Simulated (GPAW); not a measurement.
The system is Ge3Pd.

```
CELL_PARAMETERS angstrom
4.14202 0.00000 0.00000
0.00000 4.14202 0.00000
0.00000 0.00000 4.14202
ATOMIC_POSITIONS crystal
Pd 0.00000 0.00000 0.00000
Ge 0.50000 0.50000 0.00000
Ge 0.50000 0.00000 0.50000
Ge 0.00000 0.50000 0.50000
```

The cell comes from a database or a generator and needn't be the stable form of this composition.

* Program: GPAW 26.7.0
* Task: single point
* Functional: PBEsol
* Potentials or basis: PAW data sets generated in the run's folder for this functional
* Cutoff: 600 eV
* Basis: pw
* k mesh: 7 × 7 × 7
* Occupations: fermi-dirac, width 0.05 eV
* Spin: no spin polarisation

On this cell: pressure -4.8 GPa; largest force zero by symmetry; band gap on the k mesh none (metal or under the smearing width).

The same run follows on a disturbed copy (atoms moved at random, drawn with an rms of 0.05 Å):

```xyz
4
Lattice="4.1420 0.0000 0.0000 0.0000 4.1420 0.0000 0.0000 0.0000 4.1420" Properties=species:S:1:pos:R:3 pbc="T T T"
Pd    0.0258   -0.0172   -0.0699
Ge    2.0727    2.0556    0.0002
Ge    2.0688    0.0235    2.0670
Ge    0.0398    2.0440    2.0963
```

Task: What does the disturbed cell give?

Result: The energy (extrapolated to zero smearing) moves by +0.8 meV/atom; pressure -4.6 GPa; largest force 0.136 eV/Å; band gap on the k mesh none (metal or under the smearing width).

Forces on the atoms (eV/Å):
```
Pd  -0.024 -0.044 -0.044
Ge   0.064  0.065  0.102
Ge   0.068 -0.092 -0.023
Ge  -0.108  0.072 -0.036
```
